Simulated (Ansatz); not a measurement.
# AsNH₄ (SMILES N[AsH2]): single points off equilibrium

The atoms stand at a structure displaced at random from a GFN2-xTB minimum. How far do the functionals agree with CCSD(T) there?

Method: single points in def2-TZVPP; program: Ansatz 0.2.0, Gaussian basis.

Correlated methods freeze the cores. Filled d shells of the heavier atoms are correlated.

## (1) Where the work starts

SMILES `N[AsH2]`, 6 atoms, charge 0, spin multiplicity 1.

Atoms are counted from 1 here; the program's logs count them from 0.

Bond lengths: N1–As2 1.680 Å, N1–H3 1.074 Å, N1–H4 0.997 Å, As2–H5 1.386 Å, As2–H6 1.524 Å. Angles: As2–N1–H3 117.9°, As2–N1–H4 107.7°, H3–N1–H4 88.8°, N1–As2–H5 87.5°, N1–As2–H6 103.6°, H5–As2–H6 94.1°.

As a file:

```
N    -0.1624   -0.8604   -0.2071
As   -0.5040    0.7802   -0.0940
H     0.7634   -1.2113    0.2086
H    -0.6451   -1.3217    0.5334
H     0.0987    0.9296   -1.3329
H     0.6862    1.3425    0.6736
```

## (2) CCSD(T)/def2-TZVPP

Contents of run/in.yaml:

```yaml
crystal:
  periodic: [false, false, false]
  atoms:
    - {symbol: N, position_ang: [-0.162400, -0.860400, -0.207100]}
    - {symbol: As, position_ang: [-0.504000, 0.780200, -0.094000]}
    - {symbol: H, position_ang: [0.763400, -1.211300, 0.208600]}
    - {symbol: H, position_ang: [-0.645100, -1.321700, 0.533400]}
    - {symbol: H, position_ang: [0.098700, 0.929600, -1.332900]}
    - {symbol: H, position_ang: [0.686200, 1.342500, 0.673600]}
basis:
  gaussian: {orbitals: def2-TZVPP}
correlation: {method: ccsd_t}
output: {forces: true}
```

The command line of these runs was not kept.

## (3) PBE0-D4/def2-TZVPP

run/in.yaml: that of step 2 with these lines changed.

```diff
@@ -11,3 +11,3 @@
   gaussian: {orbitals: def2-TZVPP}
-correlation: {method: ccsd_t}
-output: {forces: true}
+hamiltonian: {xc: pbe0, dispersion: d4}
+output: {forces: true, orbitals: {seedname: orbitals}}
```

## (4) wB97M-V/def2-TZVPP

run/in.yaml: that of step 3 with these lines changed.

```diff
@@ -11,3 +11,3 @@
   gaussian: {orbitals: def2-TZVPP}
-hamiltonian: {xc: pbe0, dispersion: d4}
-output: {forces: true, orbitals: {seedname: orbitals}}
+hamiltonian: {xc: {name: wB97M-V}}
+output: {forces: true}
```

## (5) r2SCAN-D4/def2-TZVPP

run/in.yaml: that of step 4 with these lines changed.

```diff
@@ -11,3 +11,3 @@
   gaussian: {orbitals: def2-TZVPP}
-hamiltonian: {xc: {name: wB97M-V}}
+hamiltonian: {xc: r2scan, dispersion: d4}
 output: {forces: true}
```

## (6) PBE-D4/def2-TZVPP

run/in.yaml: that of step 5 with these lines changed.

```diff
@@ -11,3 +11,3 @@
   gaussian: {orbitals: def2-TZVPP}
-hamiltonian: {xc: r2scan, dispersion: d4}
+hamiltonian: {xc: pbe, dispersion: d4}
 output: {forces: true}
```

## (7) CAM-B3LYP-D4/def2-TZVPP

run/in.yaml: that of step 6 with these lines changed.

```diff
@@ -11,3 +11,3 @@
   gaussian: {orbitals: def2-TZVPP}
-hamiltonian: {xc: pbe, dispersion: d4}
+hamiltonian: {xc: {name: CAM-B3LYP}, dispersion: d4}
 output: {forces: true}
```

## (8) wB97X-V/def2-TZVPP

run/in.yaml: that of step 7 with these lines changed.

```diff
@@ -11,3 +11,3 @@
   gaussian: {orbitals: def2-TZVPP}
-hamiltonian: {xc: {name: CAM-B3LYP}, dispersion: d4}
+hamiltonian: {xc: {name: wB97X-V}}
 output: {forces: true}
```

(Steps that only read results are left out.)

What does the calculation give? Wanted: energy less free atoms, CCSD(T)/def2-TZVPP; RMS force component; RMS force error; HOMO and LUMO, PBE0-D4; T1 diagnostic.

**Answer**, as computed:

```
                                  quantity                                                                                                value
energy less free atoms, CCSD(T)/def2-TZVPP                                                                                       -1483.7 kJ/mol
                       RMS force component                                                                 2.671 to 2.724 eV/Å over the methods
                           RMS force error  PBE0-D4 0.113, wB97M-V 0.063, r2SCAN-D4 0.094, PBE-D4 0.260, CAM-B3LYP-D4 0.108, wB97X-V 0.074 eV/Å
                    HOMO and LUMO, PBE0-D4                                                                                    -7.12 and 0.04 eV
                             T1 diagnostic                                                                                                0.010
```

In words: Against CCSD(T) the functionals' energies less atoms differ by -79.6 to -37.8 kJ/mol, PBE-D4 by -75.5 kJ/mol. CCSD(T) in triple zeta still lacks some correlation energy of the bonds, so part of these gaps is its own basis error and they don't rank the functionals. For forces wB97M-V does best and PBE-D4 worst. Frozen-core CCSD(T) forces in triple zeta carry basis errors of their own, and this is one geometry, so small gaps rank nothing.
